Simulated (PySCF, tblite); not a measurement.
**B3N3H5 radical, a small gas-phase stand-in for a defect centre (BN ring, B edge): EPR parameters**

Wanted: the EPR parameters for `[B]1NBNBN1`. It is drawn as: dangling bond.

Programs: tblite 0.8.0 and PySCF 2.14.0. All values are calculated, for the isolated system unless a continuum is named. Atoms count from 0, parts from 1.

## (1) The system as given

11 atoms, charge 0, multiplicity 2; geometry: distance geometry start.

## (2) Geometry optimisation with GFN2-xTB

The job: settings as JSON, then the geometry in Å.

```
{"job": {"kind": "relax", "xc": "GFN2-xTB", "basis": "xTB"}, "charge": 0, "multiplicity": 2}
N     -1.290904     0.627016     0.505067
B     -1.192572    -0.500565    -0.527389
N      0.109111    -1.323110    -0.603127
B      1.166034    -0.394425     0.039762
N      1.072799     1.049086    -0.409354
B     -0.167142     1.646205     0.239582
H     -1.289352     0.283585     1.481908
H     -1.631574    -0.262900    -1.600761
H      0.046252    -2.220890    -0.133847
H      1.253852    -0.543102     1.239488
H      1.947456     1.591161    -0.233904
```

Level: GFN2-xTB geometry optimisation, gas phase.

Launch:

```console
> OMP_NUM_THREADS=1 python cluster_run.py task.json out
```

The driver reads the jobs from task.json and runs them one after another.

**Question.** The jobs that follow are: PBE0-D3(BJ)/def2-SVP geometry optimisation, gas phase; UKS B3LYP, IGLO-III on B N, pcH-1 on H, non-relativistic, mean-field spin-orbit, GIAO; UKS BHandHLYP, IGLO-III on B N, pcH-1 on H, non-relativistic, mean-field spin-orbit, GIAO. Predict: point group; rotational constants (main isotopes); g(iso) (B3LYP); ⟨S²⟩; largest a(iso) (averaged by class).

As calculated:

| quantity | value |
| --- | --- |
| point group | C2v |
| rotational constants (main isotopes) | 5.77, 5.24, 2.75 GHz |
| g(iso) (B3LYP) | 2.00188 |
| ⟨S²⟩ | 0.752 (exact 0.75) |
| largest a(iso) (averaged by class) | 11B on B5, 490.4 MHz |

In words: The start of the PBE0/def2-SVP relaxation was shaken at random by about 0.01 Å, so part of the energy gained, and of the first lengths quoted, undoes that. Relaxing lowered the energy by 0.215 eV in 5 steps; the close pair that moved most is B3–H9, from 1.145 to 1.209 Å (PBE0/def2-SVP). Most of the unpaired spin sits on B5 (0.98 e). The isotropic g lies 0.4 ppt below the free-electron value. The coupling of 11B on B5 runs from 490.4 (B3LYP/IGLO-III+pcH-1) to 510.9 MHz (BHandHLYP/IGLO-III+pcH-1). A capped cluster stands for the solid here, so long-range fields and strain are missing, and bands or shifts of the capping hydrogens have no counterpart in it.
